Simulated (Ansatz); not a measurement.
# In: an axial (c/a) deformation path

An exercise on one series of results from a longer session: the logs are not shown, and one member is left open.

Method: DFT LDA, scalar-relativistic, plane waves, PAW, in Ansatz 0.2.0.

## The system as given

It takes space group P6_3/mmc (No. 194, hexagonal). The conventional cell has a = 3.335 Å, b = 3.335 Å, c = 5.509 Å, α = 90.00°, β = 90.00°, γ = 120.00°. Around In (site symmetry -6m2) lie 12 In at 3.34 to 3.36 Å.

Structure file:

```
In
1.0
     3.33548    0.00000    0.00000
    -1.66774    2.88861    0.00000
     0.00000    0.00000    5.50914
In
2
Direct
  0.33333 0.66667 0.25000
  0.66667 0.33333 0.75000
```

The structure comes from the Materials Project (structure only).

The first run:

input.yaml reads:

```yaml
crystal:
  lattice:
    - [3.335484782, 0.0, 0.0]
    - [-1.667742391, 2.8886145552, 0.0]
    - [0.0, 0.0, 5.50914292]
  atoms:
    - { symbol: In, position: [0.33333333, 0.66666667, 0.25] }
    - { symbol: In, position: [0.66666667, 0.33333333, 0.75] }
basis:
  ecutwfc: 420
kpoints:
  mp_grid: { grid: [6, 6, 4] }
hamiltonian:
  xc: lda
scf:
  occupations: { method: gaussian, width: 0.1 }
output:
  forces: true
  stress: true
  eigenvalues: true
```

Started as:

```sh
$ ansatz run input.yaml --threads 1 --pin off --max-ram 1228MiB --backend cpu --events-out ev --progress --plain --runs-dir out
```

Among the steps run: Probe: one point at the start; At ρ = 0.850; Point ρ = 1.200; ρ = 0.920; ρ = 1.100; ρ = 0.960; ρ = 1.050; Point ρ = 0.800; At ρ = 1.300.

One table of the session follows, with a row left open; its other results are not shown here.

It belongs to the step «The scan collected». 

```
    ρ  ΔE (meV/atom)  pressure (GPa)
0.800           20.7            -1.8
0.850            8.9            -2.2
0.920            3.7            -2.6
0.960            0.2            -2.7
1.000            0.0            -2.8
1.050            1.8            -2.8
1.100              ?               ?
1.200           40.8            -1.6
1.300           92.9             0.0
```

Estimate the missing values for ρ = 1.100.

Worked estimate for «ΔE (meV/atom)». A straight line through the neighbours (1.050, 1.8) and (1.200, 40.8) gives 1.8 + (40.8 − 1.8) × (1.100 − 1.050) / (1.200 − 1.050) = 14.8; a parabola fitted to 4 rows on both sides gives 9.6.

**Answer.** ΔE (meV/atom): 7.8; pressure (GPa): -2.5. In «ΔE (meV/atom)» the line misses by +7.0 and the parabola by +1.8.
